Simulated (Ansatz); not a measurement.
# C₄H₆Te: up Jacob's ladder to CCSD(T)

An exercise on one series of results from a longer session: the logs are not shown, and one member is left open.

Computed with Ansatz 0.2.0, Gaussian basis. Level: functionals in def2-TZVPP, the program's frozen cores in correlated methods.

Plan: PBE-D4, r2SCAN-D4, PBE0-D4, B3LYP-D4, ωB97X-V, ωB97M-V, B2PLYP; CCSD(T)/def2-TZVPP; MP2/def2-QZVPP; extrapolation to the limit.

### The geometry

All runs share one geometry, relaxed beforehand with PBE0-D4 in a triple-zeta def2 set. Te takes the def2 core potential; no spin-orbit term is included.

SMILES `C=CC(=C)[TeH]`, 11 atoms, charge 0, spin multiplicity 1.

Atoms are counted from 1 here; the program's logs count them from 0.

Bond lengths: C1–C2 1.330 Å, C1–H6 1.084 Å, C1–H7 1.083 Å, C2–C3 1.455 Å, C2–H8 1.090 Å, C3–C4 1.335 Å, C3–Te5 2.116 Å, C4–H9 1.087 Å, C4–H10 1.083 Å, Te5–H11 1.660 Å. Angles: C2–C1–H6 121.7°, C2–C1–H7 120.8°, H6–C1–H7 117.4°, C1–C2–C3 127.2°, C1–C2–H8 118.9°, C3–C2–H8 113.9°, C2–C3–C4 121.5°, C2–C3–Te5 120.8°, C4–C3–Te5 117.6°, C3–C4–H9 120.1°, C3–C4–H10 122.7°, H9–C4–H10 117.2°, C3–Te5–H11 94.3°.

Set-up of the first run:

File in.yaml:

```yaml
crystal:
  periodic: [false, false, false]
  atoms:
    - {symbol: C, position_ang: [-1.727621, 0.456931, 0.340851]}
    - {symbol: C, position_ang: [-0.505983, 0.088199, 0.715530]}
    - {symbol: C, position_ang: [0.669541, -0.048547, -0.130510]}
    - {symbol: C, position_ang: [1.870952, -0.321582, 0.383305]}
    - {symbol: Te, position_ang: [0.551263, 0.293867, -2.215538]}
    - {symbol: H, position_ang: [-1.954540, 0.718881, -0.686598]}
    - {symbol: H, position_ang: [-2.533337, 0.520412, 1.061549]}
    - {symbol: H, position_ang: [-0.326060, -0.151786, 1.763133]}
    - {symbol: H, position_ang: [1.995419, -0.415739, 1.459424]}
    - {symbol: H, position_ang: [2.752387, -0.456346, -0.230480]}
    - {symbol: H, position_ang: [-0.726521, -0.741290, -2.439867]}
basis:
  gaussian: {orbitals: def2-TZVPP}
hamiltonian: {xc: pbe, dispersion: d4}
output: {forces: true, orbitals: {seedname: orbitals}}
```

Launch:

```console
ansatz run in.yaml --threads 4 --pin off --events-out ev --progress --plain --max-ram 10444MiB
```

Steps of the session up to this table: PBE-D4 (GGA); r2SCAN-D4 (meta-GGA); PBE0-D4 (hybrid); B3LYP-D4 (hybrid); ωB97X-V (range-separated); ωB97M-V (range-separated); B2PLYP (double hybrid); CCSD(T) in def2-TZVPP; MP2 in def2-QZVPP.

One of the session's tables, all rows but one given; the rest of the session is left out.

It belongs to the step «Atomisation energies». 

| method | atoms, summed (eV) | atomisation energy (kcal/mol) |
| --- | --- | --- |
| PBE-D4 | -11487.414 | 1065.0 |
| r2SCAN-D4 | -11494.622 | 1036.4 |
| PBE0-D4 | -11489.256 | 1043.4 |
| B3LYP-D4 | -11497.483 | 1036.1 |
| ωB97X-V | -11492.820 | 1031.0 |
| ωB97M-V | -11491.626 | 1031.9 |
| B2PLYP | -11486.179 | 1023.6 |
| HF/def2-TZVPP | -11449.853 | 748.0 |
| MP2/def2-TZVPP | ? | ? |
| CCSD/def2-TZVPP | -11469.995 | 989.0 |
| CCSD(T)/def2-TZVPP | -11470.391 | 1008.4 |
| MP2/CBS | -11476.793 | 1052.3 |
| CCSD(T)/CBS | -11478.974 | 1035.4 |

**Question.** Estimate the row for MP2/def2-TZVPP.

The run gave: atoms, summed (eV): -11468.210; atomisation energy (kcal/mol): 1025.3. In the column «atoms, summed (eV)» it lies between CCSD/def2-TZVPP (-11469.995) and HF/def2-TZVPP (-11449.853).
